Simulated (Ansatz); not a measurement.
# Cu2O: a point defect seen from the nuclei (Rb on a Cu site)

How do the nuclei near a point defect see it? The defect is Rb on a Cu site in Cu2O (cell charge 0), first unrelaxed. The cell is a supercell built from an entry of the Crystallography Open Database (COD) (the entry's cell lengths or inner coordinates differ somewhat from later room-temperature determinations). Planned: a single point, then a relaxation.

The COD entry's cell or inner coordinates are ideal or old and differ from later refinements, so a difference from it is no clean test against experiment.

Computed with Ansatz 0.2.0 (DFT, PBE, plane-wave PAW, default files, scalar-relativistic, unless a step's input says otherwise).

## 1. The structure to begin with

It takes space group R-3m (No. 166, trigonal). Conventional cell: a = 12.049 Å, b = 12.049 Å, c = 14.757 Å, α = 90.00°, β = 90.00°, γ = 120.00°. Rb (site symmetry -3m) is surrounded by 2 O at 1.84 Å. Cu (site symmetry 2/m) has 2 O at 1.84 Å as nearest neighbours. Cu (site symmetry -3m) is surrounded by 2 O at 1.84 Å. Cu (site symmetry m) has 2 O at 1.84 Å as nearest neighbours. Cu (site symmetry 2) is surrounded by 2 O at 1.84 Å. Only part of the 12 independent sites is listed.

Structure file:

```
Rb Cu O
1.0
     8.52000    0.00000    0.00000
     0.00000    8.52000    0.00000
     0.00000    0.00000    8.52000
Rb Cu O
1 31 16
Direct
  0.12500 0.12500 0.12500
  0.12500 0.12500 0.62500
  0.12500 0.62500 0.12500
  0.12500 0.62500 0.62500
  0.62500 0.12500 0.12500
  0.62500 0.12500 0.62500
  0.62500 0.62500 0.12500
  0.62500 0.62500 0.62500
  0.12500 0.37500 0.37500
  0.12500 0.37500 0.87500
  0.12500 0.87500 0.37500
  0.12500 0.87500 0.87500
  0.62500 0.37500 0.37500
  0.62500 0.37500 0.87500
  0.62500 0.87500 0.37500
  0.62500 0.87500 0.87500
  0.37500 0.37500 0.12500
  0.37500 0.37500 0.62500
  0.37500 0.87500 0.12500
  0.37500 0.87500 0.62500
  0.87500 0.37500 0.12500
  0.87500 0.37500 0.62500
  0.87500 0.87500 0.12500
  0.87500 0.87500 0.62500
  0.37500 0.12500 0.37500
  0.37500 0.12500 0.87500
  0.37500 0.62500 0.37500
  0.37500 0.62500 0.87500
  0.87500 0.12500 0.37500
  0.87500 0.12500 0.87500
  0.87500 0.62500 0.37500
  0.87500 0.62500 0.87500
  0.00000 0.00000 0.00000
  0.00000 0.00000 0.50000
  0.00000 0.50000 0.00000
  0.00000 0.50000 0.50000
  0.50000 0.00000 0.00000
  0.50000 0.00000 0.50000
  0.50000 0.50000 0.00000
  0.50000 0.50000 0.50000
  0.25000 0.25000 0.25000
  0.25000 0.25000 0.75000
  0.25000 0.75000 0.25000
  0.25000 0.75000 0.75000
  0.75000 0.25000 0.25000
  0.75000 0.25000 0.75000
  0.75000 0.75000 0.25000
  0.75000 0.75000 0.75000
```

Atom 1 of the input is the impurity.

## 2. First run, atoms as given

input.yaml

```yaml
crystal:
  lattice:
    - [8.52, 0.0, 0.0]
    - [0.0, 8.52, 0.0]
    - [0.0, 0.0, 8.52]
  atoms:
    - { symbol: Rb, position: [0.125, 0.125, 0.125] }
    - { symbol: Cu, position: [0.125, 0.125, 0.625] }
    - { symbol: Cu, position: [0.125, 0.625, 0.125] }
    - { symbol: Cu, position: [0.125, 0.625, 0.625] }
    - { symbol: Cu, position: [0.625, 0.125, 0.125] }
    - { symbol: Cu, position: [0.625, 0.125, 0.625] }
    - { symbol: Cu, position: [0.625, 0.625, 0.125] }
    - { symbol: Cu, position: [0.625, 0.625, 0.625] }
    - { symbol: Cu, position: [0.125, 0.375, 0.375] }
    - { symbol: Cu, position: [0.125, 0.375, 0.875] }
    - { symbol: Cu, position: [0.125, 0.875, 0.375] }
    - { symbol: Cu, position: [0.125, 0.875, 0.875] }
    - { symbol: Cu, position: [0.625, 0.375, 0.375] }
    - { symbol: Cu, position: [0.625, 0.375, 0.875] }
    - { symbol: Cu, position: [0.625, 0.875, 0.375] }
    - { symbol: Cu, position: [0.625, 0.875, 0.875] }
    - { symbol: Cu, position: [0.375, 0.375, 0.125] }
    - { symbol: Cu, position: [0.375, 0.375, 0.625] }
    - { symbol: Cu, position: [0.375, 0.875, 0.125] }
    - { symbol: Cu, position: [0.375, 0.875, 0.625] }
    - { symbol: Cu, position: [0.875, 0.375, 0.125] }
    - { symbol: Cu, position: [0.875, 0.375, 0.625] }
    - { symbol: Cu, position: [0.875, 0.875, 0.125] }
    - { symbol: Cu, position: [0.875, 0.875, 0.625] }
    - { symbol: Cu, position: [0.375, 0.125, 0.375] }
    - { symbol: Cu, position: [0.375, 0.125, 0.875] }
    - { symbol: Cu, position: [0.375, 0.625, 0.375] }
    - { symbol: Cu, position: [0.375, 0.625, 0.875] }
    - { symbol: Cu, position: [0.875, 0.125, 0.375] }
    - { symbol: Cu, position: [0.875, 0.125, 0.875] }
    - { symbol: Cu, position: [0.875, 0.625, 0.375] }
    - { symbol: Cu, position: [0.875, 0.625, 0.875] }
    - { symbol: O, position: [0.0, 0.0, 0.0] }
    - { symbol: O, position: [0.0, 0.0, 0.5] }
    - { symbol: O, position: [0.0, 0.5, 0.0] }
    - { symbol: O, position: [0.0, 0.5, 0.5] }
    - { symbol: O, position: [0.5, 0.0, 0.0] }
    - { symbol: O, position: [0.5, 0.0, 0.5] }
    - { symbol: O, position: [0.5, 0.5, 0.0] }
    - { symbol: O, position: [0.5, 0.5, 0.5] }
    - { symbol: O, position: [0.25, 0.25, 0.25] }
    - { symbol: O, position: [0.25, 0.25, 0.75] }
    - { symbol: O, position: [0.25, 0.75, 0.25] }
    - { symbol: O, position: [0.25, 0.75, 0.75] }
    - { symbol: O, position: [0.75, 0.25, 0.25] }
    - { symbol: O, position: [0.75, 0.25, 0.75] }
    - { symbol: O, position: [0.75, 0.75, 0.25] }
    - { symbol: O, position: [0.75, 0.75, 0.75] }
kpoints:
  mp_grid: { grid: [2, 2, 2] }
scf:
  occupations: { method: fermi_dirac, width: 0.01 }
hamiltonian:
  xc: pbe
  pseudopotentials: { kind: paw }
output:
  forces: true
  stress: true
  populations: true
  efg:
    quadrupole_moments_barn: { Rb: 0.1335, Cu: -0.22, O: -0.02558 }
    contact_densities: true
```

Run with:

```
$ ansatz run input.yaml --threads 4 --pin off --max-ram 8192MiB --backend cpu --events-out ev --progress --plain --runs-dir out
```

What it wrote:

```text
Warning: RAYON_NUM_THREADS=4 ignored (pool sized by the plan → 4); use --threads N
Rb: output.efg is read without spin–orbit coupling, which moves field gradients at and beside such atoms by some per cent and up to a factor of two; PAW files take it under magnetization.noncollinear and magnetization.spin_orbit
Engine: ansatz 0.2.0, aarch64-unknown-linux-gnu
Pseudopotentials: kind: paw
Pseudopotential: Rb, paw, valence charge 9, recommended cutoff 420 eV (normal), Rb.paw.azcp
Pseudopotential: Cu, paw, valence charge 19, recommended cutoff 420 eV (normal), Cu.paw.azcp
Pseudopotential: O, paw, valence charge 6, recommended cutoff 420 eV (normal), O.paw.azcp
Functional definition: PBE
  parameter kappa = 0.804
  parameter beta = 0.06672455060314922
  exchange = pbe_x(kappa = kappa, mu = beta*pi^2/3)
  correlation = pbe_c(beta = beta)
Crystal: 48 atoms, lattice volume = 618.470 Å³
Basis set: ecut = 420 eV, 12053 PW (Γ), exchange–correlation on 120×120×120 points (8 copies of the dense FFT grid, shifted against one another)
Bands: 417, of which v1, the nominal top of the filled ones, is band 347 counted from 1 (346 counted from 0)
Symmetry: 12 space group operations
Space group: R-3m (ITA 166), of the structure as read, at distance tolerance 8.5e-5 Å
k-points: 4 of 8
Non-local potential: Rb, projectors of the file, l = 0: 3, l = 1: 2, l = 2: 2
Non-local potential: Cu, projectors of the file, l = 0: 3, l = 1: 2, l = 2: 3, l = 3: 1
Non-local potential: O, projectors of the file, l = 0: 2, l = 1: 2, l = 2: 1
PAW form: soft (Blöchl's): semilocal exchange-correlation on the pseudo side does not see the compensation charge
PAW one-centre angular grid: Rb, 110 points (default); XC on 64 Gauss nodes
PAW one-centre angular grid: Cu, 590 points (default); XC on 64 Gauss nodes
PAW one-centre angular grid: O, 110 points (default); XC on 64 Gauss nodes
Initial density: superposition of atomic densities (neutral atoms: chi_scale 0, normalization atom), corrected by the library's trained network
Initial wavefunctions: pseudopotential atomic-orbital guess
Functional: x = pbe(κ = 0.804, μ = 0.2195149727645171), c = pbe(β = 0.06672455060314922)
SCF iter   1: F=—  HF=-217699.622561 eV  |F-HF|=—  |Δ(HF+E_count)|=         —  Δρ=8.32e-3  dr2=6.16e-1  ethr=1.77e-3  ⟨swp⟩=6.0  Hψ=6365  notcnv=0  defer=9
preconditioner: auto → Resta (q_TF=auto, 2.781 Å⁻¹)  ε∞=10.8  [insulator: Δε(μ)=0.275 eV  Ē_g=10.074 eV  σ=0.010 eV  W_gap=1.00  n_scr=250 (ndim 8)  ℏωp=31.5 eV  f_vac=0.019  D(μ)=0.00/eV (n_scr^D=0)  ε∞_Penn≈10.8]
SCF iter   2: F=—  HF=-217699.561265 eV  |F-HF|=—  |Δ(HF+E_count)|=   6.13e-2  Δρ=6.21e-3  dr2=1.36e-1  ethr=8.87e-5  ⟨swp⟩=2.0  Hψ=2831  notcnv=0  defer=257
preconditioner: auto → LDOS  [insulator: Δε(μ)=0.051 eV  Ē_g=10.081 eV  σ=0.010 eV  W_gap=0.84  n_scr=250 (ndim 8)  ℏωp=31.5 eV  f_vac=0.018  D(μ)=5.73/eV (n_scr^D=26)  ε∞_Penn≈10.8  β→1.0]
SCF iter   3: F=—  HF=-217699.528302 eV  |F-HF|=—  |Δ(HF+E_count)|=   3.30e-2  Δρ=2.96e-3  dr2=6.16e-2  ethr=1.96e-5  ⟨swp⟩=2.8  Hψ=2831  notcnv=0  defer=257
SCF iter   4: F=—  HF=-217699.522661 eV  |F-HF|=—  |Δ(HF+E_count)|=   5.64e-3  Δρ=2.05e-3  dr2=1.64e-2  ethr=8.87e-6  ⟨swp⟩=2.0  Hψ=2322  notcnv=0  defer=257
SCF iter   5: F=—  HF=-217699.520808 eV  |F-HF|=—  |Δ(HF+E_count)|=   1.85e-3  Δρ=1.45e-3  dr2=8.74e-3  ethr=2.36e-6  ⟨swp⟩=2.0  Hψ=2233  notcnv=0  defer=257
SCF iter   6: F=—  HF=-217699.520163 eV  |F-HF|=—  |Δ(HF+E_count)|=   6.45e-4  Δρ=7.12e-4  dr2=2.85e-3  ethr=1.26e-6  ⟨swp⟩=2.0  Hψ=2318  notcnv=0  defer=257
SCF iter   7: F=—  HF=-217699.519834 eV  |F-HF|=—  |Δ(HF+E_count)|=   3.29e-4  Δρ=4.20e-4  dr2=1.54e-3  ethr=4.11e-7  ⟨swp⟩=2.0  Hψ=2239  notcnv=0  defer=257
SCF iter   8: F=—  HF=-217699.519678 eV  |F-HF|=—  |Δ(HF+E_count)|=   1.56e-4  Δρ=4.93e-4  dr2=1.12e-3  ethr=2.21e-7  ⟨swp⟩=2.0  Hψ=2712  notcnv=0  defer=257
SCF iter   9: F=—  HF=-217699.519531 eV  |F-HF|=—  |Δ(HF+E_count)|=   1.47e-4  Δρ=2.56e-4  dr2=3.27e-4  ethr=1.61e-7  ⟨swp⟩=2.0  Hψ=2236  notcnv=0  defer=257
SCF iter  10: F=—  HF=-217699.519489 eV  |F-HF|=—  |Δ(HF+E_count)|=   4.20e-5  Δρ=1.81e-4  dr2=1.39e-4  ethr=4.71e-8  ⟨swp⟩=2.0  Hψ=2240  notcnv=0  defer=257
SCF iter  11: F=—  HF=-217699.519486 eV  |F-HF|=—  |Δ(HF+E_count)|=   3.09e-6  Δρ=1.29e-4  dr2=6.84e-5  ethr=2.01e-8  ⟨swp⟩=2.0  Hψ=2304  notcnv=0  defer=257
SCF iter  12: F=—  HF=-217699.518117 eV  |F-HF|=—  |Δ(HF+E_count)|=   1.37e-3  Δρ=6.48e-5  dr2=1.63e-5  ethr=9.86e-9  ⟨swp⟩=2.0  Hψ=2302  notcnv=0  defer=257
SCF iter  13: F=—  HF=-217699.518116 eV  |F-HF|=—  |Δ(HF+E_count)|=   1.07e-6  Δρ=3.46e-5  dr2=4.83e-6  ethr=2.34e-9  ⟨swp⟩=2.0  Hψ=2300  notcnv=0  defer=257
SCF iter  14: F=—  HF=-217699.518116 eV  |F-HF|=—  |Δ(HF+E_count)|=   3.50e-7  Δρ=1.83e-5  dr2=1.37e-6  ethr=6.96e-10  ⟨swp⟩=2.0  Hψ=2236  notcnv=0  defer=257
SCF iter  15: F=—  HF=-217699.518115 eV  |F-HF|=—  |Δ(HF+E_count)|=   8.23e-8  Δρ=5.37e-6  dr2=1.01e-7  ethr=1.97e-10  ⟨swp⟩=2.0  Hψ=2300  notcnv=0  defer=257
SCF iter  16: F=-217699.518115 eV  HF=-217699.518116 eV  |F-HF|=2.97e-9  |Δ(HF+E_count)|=   7.77e-9  Δρ=2.08e-6  dr2=1.67e-8  ethr=1.44e-11  ⟨swp⟩=10.0  Hψ=7503  notcnv=0
SCF 1 converged in 16 iterations: F = -217699.518115 eV  dr2 = 1.67e-8
SCF converged after 16 iterations
Free energy (F): -217699.518115 eV
Harris-Foulkes:  -217699.518116 eV  (|F-HF|=2.97e-9)
Internal energy: -217699.514205 eV  (E = F + TS)
E sigma→0 (E₀):  -217699.516160 eV
Entropy (-TS):   -0.003910 eV (-0.081 meV/atom)
Fermi energy:    11.732132 eV
--- Per-component energies (eV) ---
[... 14 lines left out ...]
--- Forces (eV/Å), atoms counted from 1 ---
  atom   1  Rb    -0.00000000     0.00000000    -0.00000000
  atom   2  Cu     0.00000000    -0.00000000    -0.00000000
  atom   3  Cu     0.00000000     0.00000000     0.00000000
  atom   4  Cu    -0.00000000    -0.00000000    -0.00000000
  atom   5  Cu     0.00000000     0.00000000     0.00000000
  atom   6  Cu     0.00000000    -0.00000000     0.00000000
[... 42 lines left out ...]
  max |Σ_I F_I| component: 1.44e-15 eV/Å
--- Stress (GPa, compression-positive) ---
        8.597754       3.583561       3.583561
        3.583561       8.597754       3.583561
        3.583561       3.583561       8.597754
  P = ⅓ Tr σ = 8.5978 GPa (85.978 kbar)
--- PAW observables at the nuclei: V_zz in 10²¹ V/m², potentials from the cell's mean, atoms counted from 1 ---
  atom   1  Rb V_zz =   -13.130452   η = 0.0000   by run symmetry: allowed   C_q = -42.3853 MHz
            electrostatic potential = -5311.328639 V   contact ρ = 361992.164196 e/Å³
  atom   2  Cu V_zz =    -5.736377   η = 0.0484   by run symmetry: allowed   C_q = +30.5151 MHz
            electrostatic potential = -3756.923944 V   contact ρ = 147557.105800 e/Å³
  atom   3  Cu V_zz =    -5.736377   η = 0.0484   by run symmetry: allowed   C_q = +30.5151 MHz
            electrostatic potential = -3756.923944 V   contact ρ = 147557.105800 e/Å³
  atom   4  Cu V_zz =    -5.495363   η = 0.1113   by run symmetry: allowed   C_q = +29.2330 MHz
            electrostatic potential = -3756.899760 V   contact ρ = 147557.353825 e/Å³
  atom   5  Cu V_zz =    -5.736377   η = 0.0484   by run symmetry: allowed   C_q = +30.5151 MHz
            electrostatic potential = -3756.923944 V   contact ρ = 147557.105800 e/Å³
  atom   6  Cu V_zz =    -5.495363   η = 0.1113   by run symmetry: allowed   C_q = +29.2330 MHz
            electrostatic potential = -3756.899760 V   contact ρ = 147557.353825 e/Å³
  atom   7  Cu V_zz =    -5.495363   η = 0.1113   by run symmetry: allowed   C_q = +29.2330 MHz
            electrostatic potential = -3756.899760 V   contact ρ = 147557.353825 e/Å³
  atom   8  Cu V_zz =    -5.572048   η = 0.0000   by run symmetry: allowed   C_q = +29.6409 MHz
            electrostatic potential = -3756.961694 V   contact ρ = 147557.839297 e/Å³
  atom   9  Cu V_zz =    -6.241412   η = 0.0342   by run symmetry: allowed   C_q = +33.2017 MHz
            electrostatic potential = -3756.910292 V   contact ρ = 147558.578676 e/Å³
  atom  10  Cu V_zz =    -5.306876   η = 0.2702   by run symmetry: allowed   C_q = +28.2303 MHz
            electrostatic potential = -3756.777323 V   contact ρ = 147558.488418 e/Å³
  atom  11  Cu V_zz =    -5.306876   η = 0.2702   by run symmetry: allowed   C_q = +28.2303 MHz
            electrostatic potential = -3756.777323 V   contact ρ = 147558.488418 e/Å³
  atom  12  Cu V_zz =    -6.241412   η = 0.0342   by run symmetry: allowed   C_q = +33.2017 MHz
            electrostatic potential = -3756.910292 V   contact ρ = 147558.578676 e/Å³
  atom  13  Cu V_zz =    -5.708456   η = 0.1438   by run symmetry: allowed   C_q = +30.3666 MHz
            electrostatic potential = -3756.964242 V   contact ρ = 147557.089563 e/Å³
  atom  14  Cu V_zz =    -5.474529   η = 0.0749   by run symmetry: allowed   C_q = +29.1222 MHz
            electrostatic potential = -3756.912689 V   contact ρ = 147557.486564 e/Å³
  atom  15  Cu V_zz =    -5.474529   η = 0.0749   by run symmetry: allowed   C_q = +29.1222 MHz
            electrostatic potential = -3756.912689 V   contact ρ = 147557.486564 e/Å³
  atom  16  Cu V_zz =    -5.708456   η = 0.1438   by run symmetry: allowed   C_q = +30.3666 MHz
            electrostatic potential = -3756.964242 V   contact ρ = 147557.089563 e/Å³
  atom  17  Cu V_zz =    -6.241412   η = 0.0342   by run symmetry: allowed   C_q = +33.2017 MHz
            electrostatic potential = -3756.910292 V   contact ρ = 147558.578676 e/Å³
  atom  18  Cu V_zz =    -5.708456   η = 0.1438   by run symmetry: allowed   C_q = +30.3666 MHz
            electrostatic potential = -3756.964242 V   contact ρ = 147557.089563 e/Å³
  atom  19  Cu V_zz =    -5.306876   η = 0.2702   by run symmetry: allowed   C_q = +28.2303 MHz
            electrostatic potential = -3756.777323 V   contact ρ = 147558.488418 e/Å³
  atom  20  Cu V_zz =    -5.474529   η = 0.0749   by run symmetry: allowed   C_q = +29.1222 MHz
            electrostatic potential = -3756.912689 V   contact ρ = 147557.486564 e/Å³
  atom  21  Cu V_zz =    -5.306876   η = 0.2702   by run symmetry: allowed   C_q = +28.2303 MHz
            electrostatic potential = -3756.777323 V   contact ρ = 147558.488418 e/Å³
  atom  22  Cu V_zz =    -5.474529   η = 0.0749   by run symmetry: allowed   C_q = +29.1222 MHz
            electrostatic potential = -3756.912689 V   contact ρ = 147557.486564 e/Å³
  atom  23  Cu V_zz =    -6.241412   η = 0.0342   by run symmetry: allowed   C_q = +33.2017 MHz
            electrostatic potential = -3756.910292 V   contact ρ = 147558.578676 e/Å³
  atom  24  Cu V_zz =    -5.708456   η = 0.1438   by run symmetry: allowed   C_q = +30.3666 MHz
            electrostatic potential = -3756.964242 V   contact ρ = 147557.089563 e/Å³
  atom  25  Cu V_zz =    -6.241412   η = 0.0342   by run symmetry: allowed   C_q = +33.2017 MHz
            electrostatic potential = -3756.910292 V   contact ρ = 147558.578676 e/Å³
  atom  26  Cu V_zz =    -5.306876   η = 0.2702   by run symmetry: allowed   C_q = +28.2303 MHz
            electrostatic potential = -3756.777323 V   contact ρ = 147558.488418 e/Å³
  atom  27  Cu V_zz =    -5.708456   η = 0.1438   by run symmetry: allowed   C_q = +30.3666 MHz
            electrostatic potential = -3756.964242 V   contact ρ = 147557.089563 e/Å³
  atom  28  Cu V_zz =    -5.474529   η = 0.0749   by run symmetry: allowed   C_q = +29.1222 MHz
            electrostatic potential = -3756.912689 V   contact ρ = 147557.486564 e/Å³
  atom  29  Cu V_zz =    -5.306876   η = 0.2702   by run symmetry: allowed   C_q = +28.2303 MHz
            electrostatic potential = -3756.777323 V   contact ρ = 147558.488418 e/Å³
  atom  30  Cu V_zz =    -6.241412   η = 0.0342   by run symmetry: allowed   C_q = +33.2017 MHz
            electrostatic potential = -3756.910292 V   contact ρ = 147558.578676 e/Å³
  atom  31  Cu V_zz =    -5.474529   η = 0.0749   by run symmetry: allowed   C_q = +29.1222 MHz
            electrostatic potential = -3756.912689 V   contact ρ = 147557.486564 e/Å³
  atom  32  Cu V_zz =    -5.708456   η = 0.1438   by run symmetry: allowed   C_q = +30.3666 MHz
            electrostatic potential = -3756.964242 V   contact ρ = 147557.089563 e/Å³
  atom  33  O  V_zz =    -0.126587   η = 0.0000   by run symmetry: allowed   C_q = +0.0783 MHz
            electrostatic potential = -624.509241 V   contact ρ = 2162.141605 e/Å³
  atom  34  O  V_zz =    +0.373030   η = 0.8635   by run symmetry: allowed   C_q = -0.2307 MHz
            electrostatic potential = -623.412697 V   contact ρ = 2155.953130 e/Å³
  atom  35  O  V_zz =    +0.373030   η = 0.8635   by run symmetry: allowed   C_q = -0.2307 MHz
            electrostatic potential = -623.412697 V   contact ρ = 2155.953130 e/Å³
  atom  36  O  V_zz =    -0.397002   η = 0.2220   by run symmetry: allowed   C_q = +0.2456 MHz
            electrostatic potential = -623.517898 V   contact ρ = 2155.992438 e/Å³
  atom  37  O  V_zz =    +0.373030   η = 0.8635   by run symmetry: allowed   C_q = -0.2307 MHz
            electrostatic potential = -623.412697 V   contact ρ = 2155.953130 e/Å³
  atom  38  O  V_zz =    -0.397002   η = 0.2220   by run symmetry: allowed   C_q = +0.2456 MHz
            electrostatic potential = -623.517898 V   contact ρ = 2155.992438 e/Å³
  atom  39  O  V_zz =    -0.397002   η = 0.2220   by run symmetry: allowed   C_q = +0.2456 MHz
            electrostatic potential = -623.517898 V   contact ρ = 2155.992438 e/Å³
  atom  40  O  V_zz =    -0.334463   η = 0.0000   by run symmetry: allowed   C_q = +0.2069 MHz
            electrostatic potential = -623.586932 V   contact ρ = 2156.125497 e/Å³
  atom  41  O  V_zz =    -0.126587   η = 0.0000   by run symmetry: allowed   C_q = +0.0783 MHz
            electrostatic potential = -624.509241 V   contact ρ = 2162.141605 e/Å³
  atom  42  O  V_zz =    +0.373030   η = 0.8635   by run symmetry: allowed   C_q = -0.2307 MHz
            electrostatic potential = -623.412697 V   contact ρ = 2155.953130 e/Å³
  atom  43  O  V_zz =    +0.373030   η = 0.8635   by run symmetry: allowed   C_q = -0.2307 MHz
            electrostatic potential = -623.412697 V   contact ρ = 2155.953130 e/Å³
  atom  44  O  V_zz =    -0.397002   η = 0.2220   by run symmetry: allowed   C_q = +0.2456 MHz
            electrostatic potential = -623.517898 V   contact ρ = 2155.992438 e/Å³
  atom  45  O  V_zz =    +0.373030   η = 0.8635   by run symmetry: allowed   C_q = -0.2307 MHz
            electrostatic potential = -623.412697 V   contact ρ = 2155.953130 e/Å³
  atom  46  O  V_zz =    -0.397002   η = 0.2220   by run symmetry: allowed   C_q = +0.2456 MHz
            electrostatic potential = -623.517898 V   contact ρ = 2155.992438 e/Å³
  atom  47  O  V_zz =    -0.397002   η = 0.2220   by run symmetry: allowed   C_q = +0.2456 MHz
            electrostatic potential = -623.517898 V   contact ρ = 2155.992438 e/Å³
  atom  48  O  V_zz =    -0.334463   η = 0.0000   by run symmetry: allowed   C_q = +0.2069 MHz
            electrostatic potential = -623.586932 V   contact ρ = 2156.125497 e/Å³
--- Band table (eV) ---
[... 4 lines left out ...]
--- Löwdin populations: 48 sites ---
  site symbol       q [e]
[... 48 lines left out ...]
  spilling = 0.004273 (of n_electrons = 694.000000)
```

It took 66 s on 4 threads of Arm Neoverse V1, shared host; peak memory 4.2 GiB.

State: no gap over 0.1 eV on the mesh, largest force 10.145 eV/Å, pressure 8.6 GPa.

Site by site (atoms counted from 1): 11 of 12, those nearest the defect, the farthest of each element and the two largest gradients.

| site | atoms | distance from the defect (Å) | V_zz (10²¹ V/m²) | η | C_Q (MHz) |
| --- | --- | --- | --- | --- | --- |
| Rb | 1 | 0.00 | -13.13 | 0.00 | -42.4 (⁸⁷Rb) |
| O33 | 33, 41 | 1.84 | -0.13 | 0.00 | 0.078 (¹⁷O) |
| Cu9 | 9, 12, 17, 23, … | 3.01 | -6.24 | 0.03 | 33.2 (⁶³Cu) |
| Cu10 | 10, 11, 19, 21, … | 3.01 | -5.31 | 0.27 | 28.2 (⁶³Cu) |
| O34 | 34, 35, 37, 42, … | 3.53 | 0.37 | 0.86 | -0.231 (¹⁷O) |
| Cu2 | 2, 3, 5 | 4.26 | -5.74 | 0.05 | 30.5 (⁶³Cu) |
| O36 | 36, 38, 39, 44, … | 4.64 | -0.40 | 0.22 | 0.246 (¹⁷O) |
| Cu13 | 13, 16, 18, 24, … | 5.22 | -5.71 | 0.14 | 30.4 (⁶³Cu) |
| Cu14 | 14, 15, 20, 22, … | 5.22 | -5.47 | 0.07 | 29.1 (⁶³Cu) |
| O40 | 40, 48 | 5.53 | -0.33 | 0.00 | 0.207 (¹⁷O) |
| Cu8 | 8 | 7.38 | -5.57 | 0.00 | 29.6 (⁶³Cu) |

C_Q = eQV_zz/h, which is 24.18 MHz for Q = 1 b and V_zz = 10²¹ V/m²; η = (V_xx − V_yy)/V_zz. Quadrupole moments are those of Pyykkö's year-2017 table.

Direction of the V_zz axis (Cartesian unit vector):

| site | atom | x | y | z |
| --- | --- | --- | --- | --- |
| Rb | 1 | 0.58 | 0.58 | 0.58 |
| Cu2 | 2 | 0.58 | 0.58 | 0.58 |
| Cu4 | 4 | 0.57 | 0.58 | 0.58 |
| Cu8 | 8 | 0.58 | 0.58 | 0.58 |
| Cu9 | 9 | -0.55 | 0.59 | 0.59 |
| Cu10 | 10 | -0.57 | 0.58 | 0.58 |
| Cu13 | 13 | 0.58 | -0.57 | -0.57 |
| Cu14 | 14 | -0.58 | 0.58 | 0.58 |
| O33 | 33 | 0.58 | 0.58 | 0.58 |
| O34 | 34 | -0.23 | -0.23 | 0.95 |

(Part 1 of 2 ends here.)
